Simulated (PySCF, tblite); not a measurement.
# C₆H₁₁O₂S−: geometry, infrared bands and NMR shifts

Aim: predict the infrared bands and NMR shifts of C₆H₁₁O₂S− (`CCC([S-])(CC)C(=O)O`).

Computed with tblite 0.8.0 and PySCF 2.14.0, with density-fitted response routines of our own, on a single molecule in the gas phase. Atoms count from 0, in the outputs and in this text.

## (1) The molecule as given

20 atoms, charge -1, multiplicity 1; geometry from: force field or distance geometry start.

Bonds of the start (Å): C0–C1 1.54, C1–C2 1.53, C2–S3 1.90, C2–C4 1.56, C4–C5 1.52, C2–C6 1.56, C6–O7 1.22, C6–O8 1.35, C0–H9 1.10, C0–H10 1.09, C0–H11 1.09, C1–H12 1.12, C1–H13 1.10, C4–H14 1.11, C4–H15 1.09, C5–H16 1.09, C5–H17 1.09, C5–H18 1.10, O8–H19 0.98.

## (2) Optimising the geometry with GFN2-xTB

Job settings and geometry (Å):

```
{"job": {"kind": "relax", "xc": "GFN2-xTB", "basis": "xTB"}, "charge": -1, "multiplicity": 1}
C      1.845200    -1.256500     0.337200
C      1.242600     0.161100     0.289100
C      0.082400     0.400500    -0.684700
S      0.753500     0.374200    -2.460500
C     -1.039400    -0.680000    -0.614300
C     -1.677700    -0.847600     0.756000
C     -0.551900     1.801600    -0.449600
O     -1.719700     2.130100    -0.577900
O      0.334600     2.744100    -0.051600
H      1.091600    -2.000500     0.642400
H      2.252600    -1.553000    -0.628800
H      2.645300    -1.293800     1.073500
H      0.903100     0.398600     1.325900
H      2.075200     0.856600     0.098700
H     -1.850800    -0.427700    -1.323600
H     -0.655700    -1.656600    -0.923600
H     -2.459800    -1.602600     0.715900
H     -2.130500     0.076800     1.110900
H     -0.945200    -1.171600     1.511200
H     -0.200500     3.557100    -0.149200
```

Launch:

```
$ OMP_NUM_THREADS=1 python probes_run.py task.json out
```

One launch serves the whole session: the jobs run in the order shown.

**Question.** This job is followed by: GFN2-xTB harmonic vibrations, gas phase; GIAO PBE0/pcSseg-1 NMR shielding, non-relativistic, gas phase. Predict these results of the whole session: strongest single infrared mode (GFN2-xTB); zero-point energy (GFN2-xTB); ¹³C shifts against TMS (PBE0/pcSseg-1, means over atoms taken as alike); ¹H shifts against TMS (PBE0/pcSseg-1, means over atoms taken as alike); ³³S shifts against CS2 (PBE0/pcSseg-1); ¹⁷O shifts against H2O (PBE0/pcSseg-1).

The runs gave:

| quantity | value |
| --- | --- |
| strongest single infrared mode (GFN2-xTB) | 1680 cm⁻¹, 538 km/mol |
| zero-point energy (GFN2-xTB) | 101.3 kcal/mol |
| ¹³C shifts against TMS (PBE0/pcSseg-1, means over atoms taken as alike) | 166.4, 47.9, 32.7, 11.5 ppm |
| ¹H shifts against TMS (PBE0/pcSseg-1, means over atoms taken as alike) | 3.22, 2.25, 1.73, 0.83 ppm |
| ³³S shifts against CS2 (PBE0/pcSseg-1) | 80 ppm |
| ¹⁷O shifts against H2O (PBE0/pcSseg-1) | 316.0, 193.9 ppm |

Over 85 steps the energy fell by 0.476 eV; of the close pairs, C2–C6 changed most, 1.556 to 1.480 Å. No mode is imaginary among the 54: a minimum at this level. The strongest single mode, at 1680 cm⁻¹, moves mainly C6. GFN2-xTB is a fitted tight-binding method: band positions and strengths are rough. Its intensities can rank the bands wrongly. At PBE0/pcSseg-1: Shielding is most anisotropic at S3 (span 633 ppm, paramagnetic term -634 ppm).
